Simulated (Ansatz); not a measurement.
# LiReC4: the cost of one run

Method: DFT PBE, scalar-relativistic, plane waves, PAW, in Ansatz 0.2.0.

## 1. The structure to begin with

It takes space group R3m (No. 160, trigonal). The conventional cell has a = 4.444 Å, b = 4.444 Å, c = 12.643 Å, α = 90.00°, β = 90.00°, γ = 120.00°. Li (site symmetry 3m) has 4 Re at 2.59 to 3.04 Å and 13 C at 2.65 to 2.99 Å in its first shell of neighbours. Re (site symmetry 3m) is surrounded by 6 C at 2.34 Å and 1 Li at 2.59 Å. Around C (site symmetry m) lie 1 C at 1.29 Å. C (site symmetry 3m) has 3 C at 1.29 Å in its first shell of neighbours.

Coordinates:

```cif
data_structure
_symmetry_space_group_name_H-M 'R3m:H'
_symmetry_Int_Tables_number 160
_cell_length_a 4.4437
_cell_length_b 4.4437
_cell_length_c 12.6425
_cell_angle_alpha 90.000
_cell_angle_beta 90.000
_cell_angle_gamma 120.000
_cell_volume 216.20
loop_
_atom_site_label
_atom_site_type_symbol
_atom_site_symmetry_multiplicity
_atom_site_Wyckoff_symbol
_atom_site_fract_x
_atom_site_fract_y
_atom_site_fract_z
_atom_site_occupancy
Li1 Li 3 a 0.33333 0.66667 0.13036 1
Re1 Re 3 a 0.00000 0.00000 0.25875 1
C1 C 9 b 0.49537 0.50463 0.31553 1
C2 C 3 a 0.66667 0.33333 0.00885 1
```

A structure generator made this guess: random cell by space group and Wyckoff sites (R3m, No. 160). Lengths come from tabulated atomic sizes and are only a guess.

## 2. A first look at the guess

File input.yaml:

```yaml
crystal:
  lattice:
    - [2.22184862, 1.2827849, 4.21417922]
    - [-2.22184862, 1.2827849, 4.21417922]
    - [0.0, -2.5655698, 4.21417922]
  atoms:
    - { symbol: Li, position: [0.53630956, 0.53630956, 0.53630956] }
    - { symbol: Re, position: [0.74124686, 0.74124686, 0.74124686] }
    - { symbol: C, position: [0.18909551, 0.67521851, 0.18909551] }
    - { symbol: C, position: [0.18909551, 0.18909551, 0.67521851] }
    - { symbol: C, position: [0.67521851, 0.18909551, 0.18909551] }
    - { symbol: C, position: [0.32448182, 0.32448182, 0.32448182] }
basis:
  ecutwfc: 420
kpoints:
  mp_grid: { grid: [6, 6, 6] }
hamiltonian:
  xc: pbe
scf:
  occupations: { method: gaussian, width: 0.1 }
  lower_state_search: "off"
output:
  forces: true
  stress: true
  eigenvalues: true
```

Started as:

```console
$ ansatz run input.yaml --threads 1 --pin off --max-ram 2560MiB --backend cpu --events-out ev --progress --plain --runs-dir out
```

Q: Estimate wall time and peak memory on 1 thread of Intel Xeon at 2.50GHz (Skylake/Cascade Lake), shared host.

About 9.4 s, with a peak of 0.4 GiB.
